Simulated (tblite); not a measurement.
# C6H13BOSi: the cost of one run

Computed with tblite 0.8.0 and PySCF 2.14.0, with density-fitted response routines of our own, on a single molecule in the gas phase. Atoms are numbered from 0 throughout.

**1. The molecule as given**

22 atoms, charge 0, multiplicity 1; geometry from: force field or distance geometry start.

Bonds of the start (Å): B0–Si1 1.94, Si1–O2 1.75, Si1–C3 1.82, C3–C4 1.22, C4–C5 1.47, Si1–C6 1.84, C6–C7 1.53, C6–C8 1.49, B0–H9 1.19, B0–H10 1.20, O2–H11 0.99, C5–H12 1.08, C5–H13 1.13, C5–H14 1.14, C6–H15 1.13, C7–H16 1.11, C7–H17 1.10, C7–H18 1.12, C8–H19 1.13, C8–H20 1.11, C8–H21 1.09.

**2. Optimising the geometry with GFN2-xTB**

What the job is given:

```
{"job": {"kind": "relax", "xc": "GFN2-xTB", "basis": "xTB"}, "charge": 0, "multiplicity": 1}
B     -0.175500     1.582200     2.391300
Si    -0.225800     0.093200     1.154000
O     -0.264400    -1.363900     2.115600
C      1.293700     0.060700     0.149700
C      2.325100     0.029700    -0.496100
C      3.572200     0.003500    -1.278100
C     -1.666500     0.114300     0.016800
C     -2.154500    -1.330400    -0.090500
C     -1.389700     0.600600    -1.359100
H      0.864200     1.766500     2.945100
H     -0.841900     2.548800     2.132600
H      0.306300    -2.007400     1.633800
H      3.307700    -0.084500    -2.323500
H      4.224800    -0.847700    -0.908000
H      4.133600     0.967300    -1.048000
H     -2.499500     0.744700     0.458700
H     -3.253700    -1.386500    -0.252500
H     -1.554900    -1.818700    -0.866900
H     -1.921600    -1.798900     0.900200
H     -2.282500     1.152700    -1.766000
H     -1.276500    -0.276300    -2.034100
H     -0.530800     1.269700    -1.475800
```

Command:

```sh
> OMP_NUM_THREADS=1 python probes_run.py task.json out
```

One launch serves the whole session: the jobs run in the order shown.

**Question.** How long does this first job take on 1 thread of Arm Neoverse V2, shared host, and how much memory does it need?

About 1.4 s, with a peak of 0.18 GiB.
